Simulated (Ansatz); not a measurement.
# SiH3Br (SMILES [SiH3]Br) at BCCD(T)/STO-3G

Aim: the energy change on altering one bond length of SiH3Br at BCCD(T)/STO-3G, from 2 runs. 

Program for the calculation: Ansatz 0.2.0.

56 further runs of the same task are left out: 6 that didn't finish, 50 set aside as unsound or not needed.

**1. The system as given**

SiH3Br has 5 atoms, charge 0, and is taken as a singlet. As SMILES, `[SiH3]Br`. The shape is that of a PBE0-D4/def2-TZVP optimisation.

Bond lengths: Si1–Br2 2.219 Å, Si1–H3 1.481 Å, Si1–H4 1.481 Å, Si1–H5 1.481 Å. Angles: Br2–Si1–H3 108.4°, Br2–Si1–H4 108.4°, Br2–Si1–H5 108.4°, H3–Si1–H4 110.5°, H3–Si1–H5 110.5°, H4–Si1–H5 110.5°.

**2. The energy at BCCD(T)/STO-3G**

in.yaml

```yaml
basis:
  gaussian: {orbitals: STO-3G}
crystal:
  periodic: [false, false, false]
  atoms:
    - {symbol: Si, position_ang: [-0.147420, 0.056100, -0.043220]}
    - {symbol: Br, position_ang: [1.853020, -0.705130, 0.543250]}
    - {symbol: H, position_ang: [-1.064550, -0.105170, 1.107850]}
    - {symbol: H, position_ang: [-0.625550, -0.731350, -1.202270]}
    - {symbol: H, position_ang: [-0.015510, 1.485560, -0.405610]}
correlation: {method: bccd_t, frozen_orbitals: {Br: 9, H: 0, Si: 5}}
scf: {omitted_lower_state_checks: [cluster_reference, increment]}
accuracy: high
```

Started as:

```bash
$ ansatz run in.yaml --threads 1 --pin off --max-ram 3480MiB --events-out events.jsonl --progress --plain --runs-dir runs
```

What it wrote, cut to the lines that bear on the results:

```text
Warning: RAYON_NUM_THREADS=1 ignored (pool sized by the plan → 1); use --threads N
Functional definition: HF
  name "HF"
[...]
441 factors; integrals over basis functions are off by at most 9.1e-9 eV
[...]
mean field -77064.05251989 eV, -2832.0516942151 hartree, gradient 3.4e-8 eV, S^2 0.000000; 0 other end points of the search recorded, 0 dependent functions left out
14 core orbitals not correlated: weight in the atoms' cores, before any rotation towards them, 1.000 or more for the frozen orbitals, at most 0.000 for the correlated occupied ones
reference -77064.05251989 eV, -2832.0516942151 hartree; 12, 12 occupied and 4, 4 virtual orbitals, 441 factors
second order -1.25623261 eV of doubles, -0.00000000 eV of singles
cycle   1  -1.62530555 eV  change   -3.7e-1 eV  update   5.2e-2
[...]
cycle  16  -1.82723304 eV  change  -3.5e-10 eV  update   1.4e-9
perturbative correction -0.01683742 eV, -0.0006187639 hartree
Total energy: -77065.89659035 eV, -2832.1194625546 hartree
Checks for a lower state left out: cluster_reference, increment
```

Run time: 0.44 s. Hardware: 1 thread of Arm Neoverse V1, shared host.

**3. The distorted shape, same level**

input.yaml

```yaml
crystal:
  periodic: [false, false, false]
  atoms:
    - {symbol: Si, position_ang: [0.081852, 0.096416, -0.330974]}
    - {symbol: Br, position_ang: [2.082292, -0.664814, 0.255496]}
    - {symbol: H, position_ang: [-1.064550, -0.105170, 1.107850]}
    - {symbol: H, position_ang: [-0.396278, -0.691034, -1.490024]}
    - {symbol: H, position_ang: [0.213762, 1.525876, -0.693364]}
basis:
  gaussian: {orbitals: STO-3G}
correlation: {method: bccd_t, frozen_orbitals: {Br: 9, H: 0, Si: 5}}
scf: {omitted_lower_state_checks: [cluster_reference, increment]}
accuracy: high
```

Started as:

```bash
$ ansatz run input.yaml --threads 1 --pin off --max-ram 3480MiB --events-out events.jsonl --progress --plain --runs-dir runs
```

What it wrote, cut to the lines that bear on the results:

```text
Warning: RAYON_NUM_THREADS=1 ignored (pool sized by the plan → 1); use --threads N
[... 2 set-up lines as earlier in the session ...]
[...]
440 factors; integrals over basis functions are off by at most 1.7e-8 eV
[...]
mean field -77062.39982200 eV, -2831.9909586877 hartree, gradient 6.1e-8 eV, S^2 0.000000; 0 other end points of the search recorded, 0 dependent functions left out
14 core orbitals not correlated: weight in the atoms' cores, before any rotation towards them, 1.000 or more for the frozen orbitals, at most 0.000 for the correlated occupied ones
reference -77062.39982200 eV, -2831.9909586877 hartree; 12, 12 occupied and 4, 4 virtual orbitals, 440 factors
second order -1.49742649 eV of doubles, -0.00000000 eV of singles
cycle   1  -1.96363355 eV  change   -4.7e-1 eV  update   6.6e-2
[...]
cycle  19  -2.24597209 eV  change   -1.1e-9 eV  update   1.1e-9
perturbative correction -0.02560130 eV, -0.0009408304 hartree
Total energy: -77064.67139539 eV, -2832.0744374701 hartree
Checks for a lower state left out: cluster_reference, increment
```

It took 0.46 s on 1 thread of Arm Neoverse V1, shared host.

**4. Summary of results**

Level: BCCD(T)/STO-3G, 14 core orbitals frozen.

| quantity | value |
| --- | --- |
| first shape: total energy | -2832.11946 Eh |
| first shape: correlation energy (14 core orbitals frozen) | -67.8 mEh |
| first shape: (T) correction | -0.62 mEh |
| distorted shape: total energy | -2832.07444 Eh |
| distorted shape: correlation energy (14 core orbitals frozen) | -83.5 mEh |
| distorted shape: (T) correction | -0.94 mEh |
| energy change with the Si1–H3 bond stretched from 1.481 to 1.851 Å | 1.225 eV |

In words: With the Si1–H3 bond stretched from 1.481 to 1.851 Å the energy rises by 1.23 eV (28 kcal/mol). The first shape isn't relaxed at this level, so the change isn't measured from a minimum. The minimal basis adds a large error of its own. The triples (first shape) make up 0.9 % of the correlation energy. The triples (distorted shape) make up 1.1 % of the correlation energy.
